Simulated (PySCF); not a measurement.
**[NdCl2]+: other functionals and bases at one geometry**

How far do other levels of theory move the description of [NdCl2]+, and what does each cost? The species was built from a template and needn't be a known compound.

Computed with PySCF 2.14.0. Level: several levels, as the steps say, no spin–orbit coupling.

1 further run of the same task is left out (for a known fault of the program).

### 1 The system as given

3 atoms, charge 1, spin multiplicity 1.

Bond lengths: Nd1–Cl2 2.431 Å, Nd1–Cl3 2.431 Å. Angles: Cl2–Nd1–Cl3 107.9°.

Geometry (Å):

```
atom     x (Å)    y (Å)     z (Å)
 Nd1   0.00000  0.00000  -0.58493
 Cl2   1.96559  0.00000   0.84521
 Cl3  -1.96559  0.00000   0.84521
```

Formal oxidation states: Nd +3. Each metal's 3 4f electrons lie in its core potential, so multiplicities, spins and levels count the valence alone. An earlier session relaxed this geometry at PBE0, Nd lcecp-1-SVP with ECP49, Cl def2-SVP (singlet, point group C2v).

At PBE0 on the finer grid: E = -953.635617 Eh, HOMO -13.66 eV, LUMO -7.84 eV, Mulliken charge on Nd1 +1.29 e, largest force component 0.002 eV/Å. 

Levels to run: B3LYP; revPBE; PBE0, TZVP. Hardware: 2 threads of Intel Xeon Platinum 8488C (Sapphire Rapids), shared host.

### 2 B3LYP

Contents of run.py (the lines that set the calculation):

```python
mol = gto.M(atom='''
Nd     0.00000     0.00000    -0.58493
Cl     1.96559     0.00000     0.84521
Cl    -1.96559     0.00000     0.84521''',
    basis={'Nd': 'lcecp-1-SVP', 'Cl': 'def2-SVP'},
    ecp={'Nd': 'lcecp-1-SVP'},
    charge=1, spin=0)
mf = dft.RKS(mol, xc='B3LYP')
mf.grids.atom_grid = (75, 302)  # f atoms: unpruned, at least (60, 302)
mf = mf.density_fit()  # fitting sets: Nd AutoAux, Cl def2-universal-JKFIT
mf.conv_tol = 1e-08; mf.max_cycle = 55
mf.kernel(dm0)  # dm0: the density of the relaxed state
```

Launch:

```console
$ OMP_NUM_THREADS=2 python run.py
```

### 3 revPBE

run.py (the lines that set the calculation), as its differences from that of step 2:

```diff
@@ -7,3 +7,3 @@
     charge=1, spin=0)
-mf = dft.RKS(mol, xc='B3LYP')
+mf = dft.RKS(mol, xc='PBE_R,PBE')
 mf.grids.atom_grid = (75, 302)  # f atoms: unpruned, at least (60, 302)
```

### 4 PBE0, TZVP

Basis: Nd lcecp-1-TZVP with ECP49, Cl def2-TZVP. 

Contents of run.py (the lines that set the calculation):

```python
mol = gto.M(atom='''
Nd     0.00000     0.00000    -0.58493
Cl     1.96559     0.00000     0.84521
Cl    -1.96559     0.00000     0.84521''',
    basis={'Nd': 'lcecp-1-TZVP', 'Cl': 'def2-TZVP'},
    ecp={'Nd': 'lcecp-1-TZVP'},
    charge=1, spin=0)
mf = dft.RKS(mol, xc='PBE0')
mf.grids.atom_grid = (75, 302)  # f atoms: unpruned, at least (60, 302)
mf = mf.density_fit()  # fitting sets: Nd AutoAux, Cl def2-universal-JKFIT
mf.conv_tol = 1e-08; mf.max_cycle = 55
mf.kernel(dm0)  # dm0: free metal ions and neutral atoms
```

Before running it: what results should come out? Wanted: for each run, HOMO; gap; charge on Nd1; dipole; largest force.

**Answer**, as computed:

| level | state | HOMO (eV) | gap (eV) | charge on Nd1 (e) | dipole (D) | largest force (eV/Å) | basis functions | time |
| --- | --- | --- | --- | --- | --- | --- | --- | --- |
| PBE0 (relaxed here) | singlet | -13.66 | 5.82 | 1.29 | 6.78 | 0.00 | 69 | 5.1 s |
| B3LYP | singlet | -13.33 | 5.18 | 1.24 | 6.61 | 0.35 | 69 | 2.9 s |
| revPBE | singlet | -12.32 | 3.84 | 1.20 | 6.23 | 0.39 | 69 | 3.6 s |
| PBE0, TZVP | singlet | -13.59 | 5.89 | 1.61 | 6.71 | 0.25 | 121 | 9.9 s |

Times are on 2 threads of Intel Xeon Platinum 8488C (Sapphire Rapids), shared host; the first row also made further properties. The dipole of a charged species depends on the origin, so these sizes hold for this origin alone.

In one basis the HOMO–LUMO gap runs from 3.84 eV (revPBE) to 5.82 eV (PBE0). The largest leftover force, 0.39 eV/Å with revPBE, stands at a geometry relaxed at another level. The Mulliken charge on Nd spans +1.20 to +1.61 e over the levels. With 4f in the core, its levels are missing from HOMO and gap. Total energies of different levels can't be compared. Spin–orbit coupling is left out throughout.
